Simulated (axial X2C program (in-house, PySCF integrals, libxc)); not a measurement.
# In₂⁻: from the state search to constants, part 2 of 2

Computed with an in-house X2C program for linear molecules on PySCF integrals; all-electron X2C, In dyall-acv3z. The steps go on from the part before.

## (9) PBE0, 2c

State followed: Ω = 3/2 (excess of +ω over −ω: ω = 3/2). The scan is laid around 2.865 Å, a first estimate of the minimum, and this SCF restarts from the orbitals of the search.

Output at 2.865 Å:

```text
two-component X2C + atomic mean field  PBE0
basis functions 290  fitting functions 1496  grid points 5808
iter        total energy     max residual
   1     -11755.105911548     4.46e+00
   2     -11756.472575384     1.16e-02
   3     -11756.469569957     1.93e-02
   4     -11756.479897335     1.44e-03
   5     -11756.480036587     5.14e-04
   6     -11756.480039468     2.40e-04
   7     -11756.480041209     1.77e-05
   8     -11756.480041231     4.11e-06
   9     -11756.480041233     1.46e-06
converged
one-electron -17078.46059639  Coulomb 5206.99826943  exact exchange -79.29239537  xc functional -242.64772422  nuclear repulsion 443.47451428  atomic mean-field constant -6.55210896
```

Along the bond, energies from the lowest point:

| R (Å) | E (eV) | HOMO (eV) | LUMO (eV) | iterations |
| --- | --- | --- | --- | --- |
| 2.493 | 0.4060 | 0.09 | 1.91 | 12 |
| 2.607 | 0.1636 | 0.02 | 1.90 | 11 |
| 2.693 | 0.0628 | -0.01 | 1.89 | 11 |
| 2.779 | 0.0124 | 0.04 | 1.88 | 11 |
| 2.865 | 0.0000 | 0.08 | 1.87 | 9 |
| 2.965 | 0.0208 | 0.12 | 1.86 | 11 |
| 3.066 | 0.0687 | 0.16 | 1.84 | 10 |
| 3.195 | 0.1569 | 0.20 | 1.82 | 11 |
| 3.352 | 0.2887 | 0.23 | 1.80 | 10 |
| 3.581 | 0.4997 | 0.27 | 1.76 | 11 |

Outer spinors at the reference distance:

```json
{"ω": "3/2", "occupied": "yes", "ε (eV)": "-15.90", "atomic character": "100% In d", "λ mixture": "72% π, 28% δ"}
{"ω": "5/2", "occupied": "yes", "ε (eV)": "-15.87", "atomic character": "100% In d", "λ mixture": "100% δ"}
{"ω": "-1/2", "occupied": "yes", "ε (eV)": "-15.86", "atomic character": "100% In d", "λ mixture": "56% π, 44% σ"}
{"ω": "1/2", "occupied": "yes", "ε (eV)": "-15.86", "atomic character": "100% In d", "λ mixture": "68% π, 32% σ"}
{"ω": "5/2", "occupied": "yes", "ε (eV)": "-15.84", "atomic character": "100% In d", "λ mixture": "100% δ"}
{"ω": "-3/2", "occupied": "yes", "ε (eV)": "-15.83", "atomic character": "100% In d", "λ mixture": "81% π, 19% δ"}
{"ω": "-5/2", "occupied": "yes", "ε (eV)": "-15.80", "atomic character": "100% In d", "λ mixture": "100% δ"}
{"ω": "-5/2", "occupied": "yes", "ε (eV)": "-15.77", "atomic character": "100% In d", "λ mixture": "100% δ"}
{"ω": "3/2", "occupied": "yes", "ε (eV)": "-15.73", "atomic character": "100% In d", "λ mixture": "83% π, 17% δ"}
{"ω": "1/2", "occupied": "yes", "ε (eV)": "-15.67", "atomic character": "100% In d", "λ mixture": "72% σ, 28% π"}
{"ω": "-3/2", "occupied": "yes", "ε (eV)": "-15.67", "atomic character": "100% In d", "λ mixture": "87% π, 13% δ"}
{"ω": "-1/2", "occupied": "yes", "ε (eV)": "-15.64", "atomic character": "100% In d", "λ mixture": "79% σ, 21% π"}
{"ω": "1/2", "occupied": "yes", "ε (eV)": "-6.43", "atomic character": "78% In s, 14% In p, 7% In d", "λ mixture": "100% σ"}
{"ω": "-1/2", "occupied": "yes", "ε (eV)": "-5.14", "atomic character": "80% In s, 12% In p, 7% In d", "λ mixture": "100% σ"}
{"ω": "1/2", "occupied": "yes", "ε (eV)": "-3.82", "atomic character": "62% In s, 28% In p, 8% In d", "λ mixture": "100% σ"}
{"ω": "-1/2", "occupied": "yes", "ε (eV)": "-2.76", "atomic character": "63% In s, 25% In p, 9% In d", "λ mixture": "100% σ"}
{"ω": "1/2", "occupied": "yes", "ε (eV)": "-0.10", "atomic character": "82% In p, 12% In s, 5% In d", "λ mixture": "100% σ"}
{"ω": "-1/2", "occupied": "yes", "ε (eV)": "-0.09", "atomic character": "91% In p, 6% In d", "λ mixture": "100% π"}
{"ω": "3/2", "occupied": "yes", "ε (eV)": "0.08", "atomic character": "92% In p, 6% In d", "λ mixture": "100% π"}
{"ω": "1/2", "occupied": "no", "ε (eV)": "1.87", "atomic character": "95% In p, 4% In s", "λ mixture": "100% σ"}
{"ω": "1/2", "occupied": "no", "ε (eV)": "2.00", "atomic character": "95% In p", "λ mixture": "100% π"}
{"ω": "-1/2", "occupied": "no", "ε (eV)": "2.05", "atomic character": "68% In p, 22% In s, 9% In d", "λ mixture": "87% σ, 13% π"}
{"ω": "-3/2", "occupied": "no", "ε (eV)": "2.11", "atomic character": "96% In p", "λ mixture": "100% π"}
```

PBE0 fields in the half plane through the axis: z from -2.4 to 5.1 Å across, distance from the axis 0.15 to 2.25 Å upwards; In lies at z = 0 and In at z = 2.865 Å; the ELF is damped to zero where the density is low.

log10 density (e/bohr³). Ten even steps from ' ' (-3.57 ) to '@' (1.81 ):
```
        ......................................      
    ........::::::::::::::::::::::::::::........    
  ......::::::::::::::::::::::::::::::::::::......  
  ....::::::------------::::::------------::::::....
....::::------======------------========----::::....
....::::--====++++++====------==++++++++==----::::..
..::::----==++**##**++==----==++**####**++==--::::..
..::::----==**##@@##**========++##%%@@##++==----::..
```

ELF. Ten even steps from ' ' (0.08 ) to '@' (0.84 ):
```
  ..::--==++++++==++++++++++++++++====++++====--..  
..--++**********++++++++++++++++++++++********++==::
--++####%%##**++++++++++++++++++++++++**####%%##**==
++##%%%%%%**++------==++++++++==------==++##%%%%%%**
##%%@@@@##==::::::::::--++++==::::::::::--**%%@@@@%%
%%@@@@%%++--::==++==::::====--..::====--::==##@@@@@@
%%@@@@%%==::++%%%%%%==..--==::::##@@@@##--::**@@@@@@
@@@@@@##--::##--%%--##::::--..==@@**%%%%==::++%%@@@@
```

Re = 2.856 Å, ωe = 136.5 cm⁻¹, ωexe = 0.339 cm⁻¹, Be = 0.03598 cm⁻¹, De = 1.99 eV.

## (10) HF, 2c

The SCF at the reference distance of 2.865 Å:

```text
two-component X2C + atomic mean field  HF
basis functions 290  fitting functions 1496  grid points 5808
iter        total energy     max residual
   1     -11751.709503131     2.31e-01
   2     -11751.747888323     5.11e-03
   3     -11751.749261775     2.10e-03
   4     -11751.749475486     1.06e-03
   5     -11751.749530068     5.06e-04
   6     -11751.749552755     1.49e-04
   7     -11751.749556171     7.11e-05
   8     -11751.749556745     5.35e-05
   9     -11751.749556970     2.92e-05
  10     -11751.749557019     1.62e-05
  11     -11751.749557037     6.85e-06
  12     -11751.749557041     1.48e-06
  13     -11751.749557042     3.45e-07
converged
one-electron -17076.60431818  Coulomb 5205.24924768  exact exchange -317.31689187  xc functional 0.00000000  nuclear repulsion 443.47451428  atomic mean-field constant -6.55210896
```

Re = 2.913 Å, ωe = 134.0 cm⁻¹, ωexe = 0.275 cm⁻¹, Be = 0.03458 cm⁻¹, De = 1.08 eV.

## (11) M06, 2c

The SCF at the reference distance of 2.865 Å:

```text
two-component X2C + atomic mean field  M06
basis functions 290  fitting functions 1496  grid points 5808
iter        total energy     max residual
   1     -11757.355132296     1.04e-01
   2     -11757.365830859     4.03e-03
   3     -11757.365927697     3.11e-03
   4     -11757.366173675     1.60e-03
   5     -11757.366265877     2.65e-04
   6     -11757.366272728     1.06e-04
   7     -11757.366273717     4.32e-05
   8     -11757.366273833     2.23e-05
   9     -11757.366273879     1.07e-05
  10     -11757.366273885     3.43e-06
  11     -11757.366273886     1.48e-06
converged
one-electron -17077.77007514  Coulomb 5206.32969017  exact exchange -85.64333160  xc functional -237.20496264  nuclear repulsion 443.47451428  atomic mean-field constant -6.55210896
```

No constants are quoted: the points don't follow one smooth fit.

## (12) MP2 and beyond, 2c

Correlated methods: 7 electrons correlated (frozen shells, counted by type: In 4 s, 3 p, 2 d), 385 virtual spinors in MP2, 90 natural virtuals in coupled cluster.

Output of the correlated part at 2.865 Å:

```text
correlated 7  virtual 385  natural virtual 90  E(MP2) -0.098101674  MP2 remainder -0.003730709
iter   CCSD correlation   residual
   1     -0.108359098   1.30e-01
   2     -0.113616167   4.94e-02
   3     -0.114090687   1.40e-02
   4     -0.114248905   5.82e-03
   5     -0.114250997   2.04e-03
   6     -0.114251720   6.34e-04
   7     -0.114255770   2.13e-04
   8     -0.114255084   1.00e-04
   9     -0.114255027   4.96e-05
  10     -0.114254986   2.39e-05
  11     -0.114255144   1.18e-05
  12     -0.114255188   5.88e-06
  13     -0.114255205   2.86e-06
(T) -0.007358408  T1 0.0317  D1 0.0438  max T2 0.087
```

MP2: Re = 2.885 Å, ωe = 140.7 cm⁻¹, Be = 0.03526 cm⁻¹, De = 1.83 eV.

CCSD: Re = 2.908 Å, ωe = 135.0 cm⁻¹, ωexe = 0.321 cm⁻¹, Be = 0.03469 cm⁻¹, De = 1.72 eV. T1 at Re = 0.023 (Lee–Taylor, the printed value over √2).

CCSD(T): Re = 2.914 Å, ωe = 133.7 cm⁻¹, ωexe = 0.339 cm⁻¹, Be = 0.03457 cm⁻¹, De = 1.85 eV. T1 at Re = 0.023 (Lee–Taylor, the printed value over √2).

## (13) A higher determinant, 2c

State: Ω = 1/2 (excess of +ω over −ω: 2 × ω = -1/2, ω = 3/2).

Output at the reference distance:

```text
two-component X2C + atomic mean field  PBE0
basis functions 290  fitting functions 1496  grid points 5808
iter        total energy     max residual
   1     -11755.098150557     4.48e+00
   2     -11756.463241937     1.14e-02
   3     -11756.460414154     1.88e-02
   4     -11756.470643953     1.42e-03
   5     -11756.470788908     4.26e-04
   6     -11756.470790909     2.26e-04
   7     -11756.470792337     2.32e-05
   8     -11756.470792366     4.70e-06
   9     -11756.470792368     1.77e-06
  10     -11756.470792368     8.63e-07
converged
one-electron -17078.08452299  Coulomb 5206.61842449  exact exchange -79.28895916  xc functional -242.63814003  nuclear repulsion 443.47451428  atomic mean-field constant -6.55210896
```

| R (Å) | E above the lowest PBE0 point (eV) |
| --- | --- |
| 2.493 | 0.650 |
| 2.607 | 0.410 |
| 2.693 | 0.311 |
| 2.779 | 0.263 |
| 2.865 | 0.252 |
| 2.965 | 0.274 |
| 3.066 | 0.323 |
| 3.195 | 0.411 |
| 3.352 | 0.541 |

Re = 2.851 Å, ωe = 136.9 cm⁻¹, ωexe = 0.362 cm⁻¹, Be = 0.03609 cm⁻¹. Te = 0.25 eV.

## (14) The 2c curves together

Energy (eV) of the followed determinant, 2c, from each level's lowest point:

| R (Å) | PBE0 | HF | MP2 | CCSD | CCSD(T) | M06 |
| --- | --- | --- | --- | --- | --- | --- |
| 2.493 | 0.406 | 0.543 | 0.510 | n/a | n/a | 0.558 |
| 2.607 | 0.164 | 0.247 | 0.221 | 0.244 | 0.249 | 0.264 |
| 2.693 | 0.063 | 0.113 | 0.095 | 0.110 | 0.114 | 0.130 |
| 2.779 | 0.012 | 0.035 | 0.025 | 0.033 | 0.035 | 0.604 |
| 2.865 | 0.000 | 0.000 | 0.000 | 0.000 | 0.000 | 0.137 |
| 2.965 | 0.021 | 0.000 | 0.012 | 0.002 | 0.000 | 0.000 |
| 3.066 | 0.069 | 0.033 | 0.056 | 0.036 | 0.032 | 0.022 |
| 3.195 | 0.157 | 0.109 | 0.144 | 0.113 | 0.105 | 0.082 |
| 3.352 | 0.289 | 0.234 | 0.283 | n/a | n/a | 0.184 |
| 3.581 | 0.500 | 0.450 | 0.510 | n/a | n/a | 0.359 |

The whole job took 4.3 min on 1 thread of Arm Neoverse V2, shared host; peak memory 0.82 GiB.

## (15) Constants

What follows sums up all 2 parts.

Lowest determinant that the search found at its distance, spin-free: M_S = 3/2, Λ = 0 (beyond closed shells: σα, π+α, π-α).

Lowest determinant that the search found at its distance, 2c: Ω = 3/2 (excess of +ω over −ω: ω = 3/2).

| Hamiltonian | level | Re (Å) | ωe (cm⁻¹) | De (eV) |
| --- | --- | --- | --- | --- |
| spin-free | PBE0 | 2.856 | 136.8 | 2.09 |
| spin-free | HF | 2.914 | 134.2 | 1.29 |
| spin-free | MP2 | 2.885 | 141.0 | 2.00 |
| spin-free | CCSD | 2.908 | 135.3 | 1.90 |
| spin-free | CCSD(T) | 2.913 | 134.0 | 2.02 |
| spin-free | M06 | 2.903 | 131.9 | 1.97 |
| 2c | PBE0 | 2.856 | 136.5 | 1.99 |
| 2c | HF | 2.913 | 134.0 | 1.08 |
| 2c | MP2 | 2.885 | 140.7 | 1.83 |
| 2c | CCSD | 2.908 | 135.0 | 1.72 |
| 2c | CCSD(T) | 2.914 | 133.7 | 1.85 |

No constants: 2c M06 (the points don't follow one smooth fit).

Time per point (s) on 1 thread of Arm Neoverse V2, shared host (2c runs; CCSD comes with the CCSD(T) run); the times are rough: PBE0 2, HF 1.9, MP2 2.2, CCSD(T) 4.9.

What this shows: At CCSD(T), going from spin-free to two-component changes Re by 0 mÅ, ωe by -0.2 %, which is small (part of it comes from the scalar share of the two-electron terms). It costs about 1.7 times the time. De moves by -0.17 eV; both De rest on single-determinant atoms, which can miss part of an open shell's spin–orbit lowering.

De refers to In- + In, each in the lowest determinant found, which need not be this curve's own limit. The state is a single determinant with fixed occupations, the lowest that a limited PBE0 search found. Dissociation energies refer to the lowest single-determinant-based atoms at the same level and basis. Density functionals use the spin component along the axis (collinear). CCSD and (T) use frozen natural virtuals with an MP2 correction for the truncation. The meta-GGAs lack a current-density term, which matters for open shells with orbital currents, atoms included. With several unpaired electrons one determinant need not be a pure state. With the outer-core shells frozen, correlated bond lengths of heavy atoms tend to come out a few hundredths of an ångström too long. T1 at Re is 0.023 (Lee–Taylor), above the customary mark of 0.02.
